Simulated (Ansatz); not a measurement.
**ZrGaH3: what a guessed cell relaxes into**

The task: take a trial cell of ZrGaH3 to zero force and stress.

Computed with Ansatz 0.2.0 (DFT PBE, scalar-relativistic, plane waves, PAW, unless a step's input says otherwise).

### 1 The structure to begin with

The structure is hexagonal, space group P6/mmm (No. 191). The conventional cell has a = 3.267 Å, b = 3.267 Å, c = 4.389 Å, α = 90.00°, β = 90.00°, γ = 120.00°. Zr (site symmetry 6/mmm) is surrounded by 6 H at 1.63 Å. Ga (site symmetry 6/mmm) has 2 Zr at 2.19 Å as nearest neighbours. Around H (site symmetry mmm) lie 2 Zr at 1.63 Å and 4 H at 1.63 Å.

As a file:

```xyz
5
Lattice="3.2672 0.0000 0.0000 -1.6336 2.8295 0.0000 0.0000 0.0000 4.3886" Properties=species:S:1:pos:R:3 pbc="T T T"
Zr    0.0000    0.0000    2.1943
Ga    0.0000    0.0000    0.0000
H     1.6336    0.0000    2.1943
H    -0.8168    1.4147    2.1943
H     0.8168    1.4147    2.1943
```

The cell is invented: random cell by space group and Wyckoff sites (P6/mmm, No. 191). Its size is a rough estimate.

### 2 Probe: one point on a coarse mesh

input.yaml

```yaml
crystal:
  lattice:
    - [3.26718004, 0.0, 0.0]
    - [-1.63359002, 2.82946092, 0.0]
    - [0.0, 0.0, 4.38857964]
  atoms:
    - { symbol: Zr, position: [0.0, 0.0, 0.5] }
    - { symbol: Ga, position: [0.0, 0.0, 0.0] }
    - { symbol: H, position: [0.5, 0.0, 0.5] }
    - { symbol: H, position: [0.0, 0.5, 0.5] }
    - { symbol: H, position: [0.5, 0.5, 0.5] }
basis:
  ecutwfc: 420
kpoints:
  mp_grid: { grid: [6, 6, 4] }
hamiltonian:
  xc: pbe
scf:
  occupations: { method: gaussian, width: 0.1 }
  lower_state_search: "off"
output:
  forces: true
  stress: true
  eigenvalues: true
```

On the command line:

```console
$ ansatz run input.yaml --threads 1 --pin off --max-ram 2048MiB --backend cpu --events-out ev --progress --plain --runs-dir out
```

Further runs follow: rough relaxation on the coarse mesh; spin check on a coarse mesh; full relaxation.

Q: Predict the outcome of this session. Wanted: conventional cell; volume; energy over the elements; gap on the mesh.

The runs gave:

| quantity | value |
| --- | --- |
| symmetry at the end (tolerance 0.05 Å) | space group P6/mmm (No. 191) |
| conventional cell | a = 3.901 Å, b = 3.901 Å, c = 5.728 Å, α = 90.00°, β = 90.00°, γ = 120.00° |
| volume | 15.10 Å³/atom |
| energy over the elements (uncorrected; H, N, O, F and Cl as molecules) | +0.37 eV/atom |
| gap on the mesh | none (metal) |

In words: The space group P6/mmm (No. 191) is kept, and the volume per atom grows by 86.1 % from the first guess. With a positive formation energy it can't be a ground state. No finished test with a distortion of lower symmetry is shown, so the end may be a saddle point. Other magnetic orders were not searched.
